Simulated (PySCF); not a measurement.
# KO: bond curves at several levels of theory

One table from this session's results is given with a row withheld; the runs are named, their logs left out.

Program: PySCF 2.14.0. Level of theory: K 6-31G(d,p), O 6-31G(d,p), no relativity. These are calculated values, not measurements.

The first run:

The job is set up so:

```
atoms                         : K, O
charge                        : 0
basis                         : K 6-31G(d,p), O 6-31G(d,p)
Hamiltonian                   : no relativity
basis functions               : 46
electrons treated             : 27
masses in u                   : 38.9637, 15.9949
levels                        : PBE0, PBE, r²SCAN, r²SCAN0, M06, B2PLYP, HF, MP2, SCS-MP2, CCSD, CCSD(T)
grid                          : 80 radial by 434 angular points
occupations                   : held fixed by the projection of orbital angular momentum
dissociation limit            : K + O, each in its ground configuration
starting distance in angstrom : 2.545
values of 2S to try           : 1, 3
```

On the command line:

```bash
$ OMP_NUM_THREADS=1 python dia.py task.json out
```

Among the steps run: Input; PBE0 along the bond; Higher solutions at PBE0; PBE; r²SCAN (meta-GGA); r²SCAN0 (hybrid meta-GGA); M06 (hybrid meta-GGA); B2PLYP; UHF (mean field); Adding correlation.

One of the session's tables, all rows but one given; the rest of the session is left out.

It belongs to the step «The curves together». Energy (eV) from each level's lowest point:

| R (Å) | UHF | UHF-MP2 | UHF-SCS-MP2 | UHF-CCSD | UHF-CCSD(T) |
| --- | --- | --- | --- | --- | --- |
| 1.830 | 0.992 | 0.843 | 0.877 | n/a | n/a |
| 1.915 | 0.518 | 0.425 | 0.447 | 0.441 | 0.434 |
| 2.000 | 0.224 | 0.170 | 0.183 | 0.179 | 0.175 |
| 2.064 | 0.093 | 0.062 | 0.070 | 0.067 | 0.065 |
| 2.128 | ? | ? | ? | ? | ? |
| 2.192 | 0.000 | 0.000 | 0.000 | 0.000 | 0.000 |
| 2.277 | 0.025 | 0.039 | 0.035 | 0.037 | 0.037 |
| 2.383 | 0.118 | 0.145 | 0.138 | 0.141 | 0.141 |
| 2.511 | 0.287 | 0.325 | 0.315 | 0.318 | 0.317 |
| 2.681 | 0.561 | 0.609 | 0.597 | n/a | n/a |

Q: Estimate the row for R (Å) = 2.128 from the others.

Worked estimate for «UHF». A straight line through the neighbours (2.064, 0.093) and (2.192, 0.000) gives 0.093 + (0.000 − 0.093) × (2.128 − 2.064) / (2.192 − 2.064) = 0.046; a parabola fitted to 4 rows on both sides gives 0.024.

The run gave: UHF: 0.023; UHF-MP2: 0.009; UHF-SCS-MP2: 0.013; UHF-CCSD: 0.011; UHF-CCSD(T): 0.011. In «UHF» the line misses by +0.023 and the parabola by +0.001.
